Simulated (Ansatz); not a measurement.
# TiAl: a line through an energy map

One line of a two-coordinate grid on TiAl (P4/mmm, No. 123; 2 atoms in the cell): volume per atom is varied, at c/a of the conventional cell = 1.504.

Method: DFT PBEsol, scalar-relativistic, plane waves, PAW, in Ansatz 0.2.0.

16 further runs of the same task are left out: 16 set aside as unsound or not needed.

### 1 The starting structure

It takes space group P4/mmm (No. 123, tetragonal). Conventional cell: a = 2.795 Å, b = 2.795 Å, c = 4.038 Å, α = 90.00°, β = 90.00°, γ = 90.00°. Around Ti (site symmetry 4/mmm) lie 4 Ti at 2.79 Å and 8 Al at 2.83 Å. Al (site symmetry 4/mmm) has 4 Al at 2.79 Å and 8 Ti at 2.83 Å as nearest neighbours.

Coordinates:

```cif
data_structure
_symmetry_space_group_name_H-M 'P4/mmm'
_symmetry_Int_Tables_number 123
_cell_length_a 2.7947
_cell_length_b 2.7947
_cell_length_c 4.0384
_cell_angle_alpha 90.000
_cell_angle_beta 90.000
_cell_angle_gamma 90.000
_cell_volume 31.54
loop_
_atom_site_label
_atom_site_type_symbol
_atom_site_symmetry_multiplicity
_atom_site_Wyckoff_symbol
_atom_site_fract_x
_atom_site_fract_y
_atom_site_fract_z
_atom_site_occupancy
Ti1 Ti 1 a 0.00000 0.00000 0.00000 1
Al1 Al 1 d 0.50000 0.50000 0.50000 1
```

This cell was relaxed beforehand with the same method: volume 15.77 Å³/atom, gap on the mesh none (metal).

### 2 What is varied

The energy is mapped over volume and the cell's shape.

First coordinate, volume per atom: 7 values from 13.88 to 17.66 Å³. Second coordinate, c/a of the conventional cell: 7 values from 1.281 to 1.630.

Nothing else is relaxed (symmetry fixes all fractional coordinates). Energies count from the relaxed crystal. Points are written as (first, second).

### 3 Point (14.51 Å³, 1.504)

Contents of input.yaml:

```yaml
crystal:
  lattice:
    - [2.6819108686, 0.0, 0.0]
    - [0.0, 2.6819108686, 0.0]
    - [0.0, 0.0, 4.0343985196]
  atoms:
    - { symbol: Ti, position: [0.0, 0.0, 0.0] }
    - { symbol: Al, position: [0.5, 0.5, 0.5] }
basis:
  ecutwfc: 520.0
kpoints:
  mp_grid: { grid: [18, 18, 12] }
hamiltonian:
  xc: pbesol
  pseudopotentials: { kind: paw, azcp: { folder: soft_1 } }
scf:
  occupations: { method: gaussian, width: 0.15 }
output:
  forces: true
  stress: true
  eigenvalues: true
```

Run with:

```
$ ansatz run input.yaml --threads 1 --pin off --max-ram 2048MiB --backend cpu --events-out ev --progress --plain --runs-dir out
```

Further runs follow: the other points of the line.

What does the calculation give? Wanted: for each run, volume per atom; energy; slope; pressure.

**Answer**, as computed:

| volume per atom (Å³) | step | energy (meV/atom) | slope (meV/atom per Å³) | pressure (GPa) |
| --- | --- | --- | --- | --- |
| 13.88 | – | 110 | −123 | 19.7 |
| 14.51 | 3 | 48 | −74 | 11.8 |
| 15.14 | – | 15 | −33 | 5.3 |
| 15.77 | 4 | 4.8 | 0 | 0.0 |
| 16.40 | 5 | 14 | 27 | −4.3 |
| 17.03 | 6 | 38 | 49 | −7.9 |
| 17.66 | 7 | 75 | 68 | −10.9 |

Energies count from the relaxed crystal. Rows without a step come from runs not printed here or follow by symmetry. Slopes come from the forces (and the stress, where the cell changes), not from differences of energies.

**Reading.** Along the line the energy is lowest at 15.77 Å³, 4.8 meV/atom from the zero. Energies and slopes round the minimum, fitted together, put the minimum at 15.774 Å³, with a curvature of about 48 meV/atom per (Å³)². V·d²E/dV² there is about 120 GPa, a bulk modulus under this line's constraint. The well is lopsided: two grid steps out, the energy rises by 44 meV/atom towards smaller values and 33 meV/atom towards larger ones. The highest point computed, at 13.88 Å³, lies 105 meV/atom above the lowest. This is one cut through a surface in two coordinates; the map's lowest point lies off it.
